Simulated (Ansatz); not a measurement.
# Co (P6_3/mmc): magnetic orders compared

Which of a few magnetic orders of Co (P6_3/mmc) is lowest at one geometry? Whether the element takes this structure at low temperature is a separate question.

Computed with Ansatz 0.2.0 (DFT r²SCAN, scalar-relativistic, plane waves, PAW, unless a step's input says otherwise).

**1. Starting point**

It takes space group P6_3/mmc (No. 194, hexagonal). The conventional cell has a = 2.472 Å, b = 2.472 Å, c = 4.016 Å, α = 90.00°, β = 90.00°, γ = 120.00°. Co (site symmetry -6m2) is surrounded by 12 Co at 2.46 to 2.47 Å.

As a file:

```xyz
2
Lattice="2.4724 0.0000 0.0000 -1.2362 2.1412 0.0000 0.0000 0.0000 4.0163" Properties=species:S:1:pos:R:3 pbc="T T T"
Co    0.0000    1.4274    1.0041
Co    1.2362    0.7137    3.0122
```

An earlier run at r²SCAN left this cell at 10.631 Å³/atom and 0.01 GPa (20×20×12 mesh).

**2. Antiferromagnetic, in the cell as typed**

input.yaml

```yaml
crystal:
  lattice:
    - [2.4724009972, 0.0, 0.0]
    - [-1.2362004986, 2.1411620719, 0.0]
    - [0.0, 0.0, 4.0163086812]
  atoms:
    - { symbol: Co, position: [0.3333333333, 0.6666666667, 0.25], spin: 1.5 }
    - { symbol: Co, position: [0.6666666667, 0.3333333333, 0.75], spin: -1.5 }
basis:
  ecutwfc: 500
  ecutrho_ratio: 4
kpoints:
  mp_grid: { grid: [20, 20, 12] }
hamiltonian:
  xc: r2scan
scf:
  occupations: { method: gaussian, width: 0.05 }
  lower_state_search: "off"
output:
  forces: true
  stress: true
  eigenvalues: true
  populations: true
magnetization:
  spin_polarized: true
```

Started as:

```sh
> ansatz run input.yaml --threads 2 --pin off --max-ram 5120MiB --backend cpu --events-out ev --progress --plain --runs-dir out
```

**3. Ferromagnetic, larger cell**

input.yaml

```yaml
crystal:
  lattice:
    - [2.4724009972, 0.0, 0.0]
    - [-1.2362004986, 2.1411620719, 0.0]
    - [0.0, 0.0, 8.0326173625]
  atoms:
    - { symbol: Co, position: [0.3333333333, 0.6666666667, 0.125], spin: 1.5 }
    - { symbol: Co, position: [0.6666666667, 0.3333333333, 0.375], spin: 1.5 }
    - { symbol: Co, position: [0.3333333333, 0.6666666667, 0.625], spin: 1.5 }
    - { symbol: Co, position: [0.6666666667, 0.3333333333, 0.875], spin: 1.5 }
basis:
  ecutwfc: 500
  ecutrho_ratio: 4
kpoints:
  mp_grid: { grid: [16, 16, 6] }
hamiltonian:
  xc: r2scan
scf:
  occupations: { method: gaussian, width: 0.05 }
  lower_state_search: "off"
output:
  forces: true
  stress: true
  eigenvalues: true
  populations: true
magnetization:
  spin_polarized: true
```

**4. Antiferromagnetic, propagation vector (0, 0, 1/2)**

Changes to input.yaml since step 3:

```diff
@@ -8,4 +8,4 @@
     - { symbol: Co, position: [0.6666666667, 0.3333333333, 0.375], spin: 1.5 }
-    - { symbol: Co, position: [0.3333333333, 0.6666666667, 0.625], spin: 1.5 }
-    - { symbol: Co, position: [0.6666666667, 0.3333333333, 0.875], spin: 1.5 }
+    - { symbol: Co, position: [0.3333333333, 0.6666666667, 0.625], spin: -1.5 }
+    - { symbol: Co, position: [0.6666666667, 0.3333333333, 0.875], spin: -1.5 }
 basis:
```

**5. Ferromagnetic, larger cell**

input.yaml

```yaml
crystal:
  lattice:
    - [-2.4724009972, 0.0, 0.0]
    - [0.0, 0.0, -4.0163086812]
    - [1.0e-10, -4.2823241439, 0.0]
  atoms:
    - { symbol: Co, position: [0.0, -0.25, -0.3333333333], spin: 1.5 }
    - { symbol: Co, position: [-0.5, -0.75, -0.1666666667], spin: 1.5 }
    - { symbol: Co, position: [0.5, -0.25, 0.1666666667], spin: 1.5 }
    - { symbol: Co, position: [0.0, -0.75, 0.3333333333], spin: 1.5 }
basis:
  ecutwfc: 500
  ecutrho_ratio: 4
kpoints:
  mp_grid: { grid: [14, 10, 8] }
hamiltonian:
  xc: r2scan
scf:
  occupations: { method: gaussian, width: 0.05 }
  lower_state_search: "off"
output:
  forces: true
  stress: true
  eigenvalues: true
  populations: true
magnetization:
  spin_polarized: true
```

**6. Antiferromagnetic, propagation vector (0, 1/2, 0)**

Changes to input.yaml since step 5:

```diff
@@ -7,4 +7,4 @@
     - { symbol: Co, position: [0.0, -0.25, -0.3333333333], spin: 1.5 }
-    - { symbol: Co, position: [-0.5, -0.75, -0.1666666667], spin: 1.5 }
-    - { symbol: Co, position: [0.5, -0.25, 0.1666666667], spin: 1.5 }
+    - { symbol: Co, position: [-0.5, -0.75, -0.1666666667], spin: -1.5 }
+    - { symbol: Co, position: [0.5, -0.25, 0.1666666667], spin: -1.5 }
     - { symbol: Co, position: [0.0, -0.75, 0.3333333333], spin: 1.5 }
```

**7. Antiferromagnetic, propagation vector (0, 1/2, 0)**

Changes to input.yaml since step 6:

```diff
@@ -7,5 +7,5 @@
     - { symbol: Co, position: [0.0, -0.25, -0.3333333333], spin: 1.5 }
-    - { symbol: Co, position: [-0.5, -0.75, -0.1666666667], spin: -1.5 }
+    - { symbol: Co, position: [-0.5, -0.75, -0.1666666667], spin: 1.5 }
     - { symbol: Co, position: [0.5, -0.25, 0.1666666667], spin: -1.5 }
-    - { symbol: Co, position: [0.0, -0.75, 0.3333333333], spin: 1.5 }
+    - { symbol: Co, position: [0.0, -0.75, 0.3333333333], spin: -1.5 }
 basis:
```

**8. Ferromagnetic, larger cell**

input.yaml

```yaml
crystal:
  lattice:
    - [-1.2362004986, 2.1411620719, 4.0163086812]
    - [1.2362004986, -2.1411620719, 4.0163086812]
    - [1.2362004986, 2.1411620719, -4.0163086812]
  atoms:
    - { symbol: Co, position: [0.4583333333, 0.125, 0.3333333333], spin: 1.5 }
    - { symbol: Co, position: [0.5416666667, 0.875, 0.6666666667], spin: 1.5 }
    - { symbol: Co, position: [0.9583333333, 0.625, 0.3333333333], spin: 1.5 }
    - { symbol: Co, position: [1.0416666667, 1.375, 0.6666666667], spin: 1.5 }
basis:
  ecutwfc: 500
  ecutrho_ratio: 4
kpoints:
  mp_grid: { grid: [16, 16, 16] }
hamiltonian:
  xc: r2scan
scf:
  occupations: { method: gaussian, width: 0.05 }
  lower_state_search: "off"
output:
  forces: true
  stress: true
  eigenvalues: true
  populations: true
magnetization:
  spin_polarized: true
```

**9. Antiferromagnetic, propagation vector (0, 1/2, 1/2)**

Changes to input.yaml since step 8:

```diff
@@ -8,4 +8,4 @@
     - { symbol: Co, position: [0.5416666667, 0.875, 0.6666666667], spin: 1.5 }
-    - { symbol: Co, position: [0.9583333333, 0.625, 0.3333333333], spin: 1.5 }
-    - { symbol: Co, position: [1.0416666667, 1.375, 0.6666666667], spin: 1.5 }
+    - { symbol: Co, position: [0.9583333333, 0.625, 0.3333333333], spin: -1.5 }
+    - { symbol: Co, position: [1.0416666667, 1.375, 0.6666666667], spin: -1.5 }
 basis:
```

**10. No spin polarisation**

input.yaml

```yaml
crystal:
  lattice:
    - [2.4724009972, 0.0, 0.0]
    - [-1.2362004986, 2.1411620719, 0.0]
    - [0.0, 0.0, 4.0163086812]
  atoms:
    - { symbol: Co, position: [0.3333333333, 0.6666666667, 0.25] }
    - { symbol: Co, position: [0.6666666667, 0.3333333333, 0.75] }
basis:
  ecutwfc: 500
  ecutrho_ratio: 4
kpoints:
  mp_grid: { grid: [20, 20, 12] }
hamiltonian:
  xc: r2scan
scf:
  occupations: { method: gaussian, width: 0.05 }
output:
  forces: true
  stress: true
  eigenvalues: true
```

(Steps that only read results are left out.)

Q: Predict the outcome of this session. Wanted: orders tried; lowest; next above it.

The runs gave:

| quantity | value |
| --- | --- |
| orders tried | 7 |
| lowest | ferromagnetic |
| largest moment there | 1.89 μB |
| next above it | antiferromagnetic, propagation vector (0, 0, 1/2), 173.9 meV/atom |

Of the orders that kept their pattern, the lowest is: ferromagnetic. The next lies 173.9 meV/atom higher. Under stress at this geometry, and so lower once relaxed: antiferromagnetic, in the cell as typed (5.8 GPa); antiferromagnetic, propagation vector (0, 0, 1/2) (1.3 GPa); antiferromagnetic, propagation vector (0, 1/2, 0) (1) (3.4 GPa). Only these orders were tried, at zero temperature; the one found in experiment may not be among them.
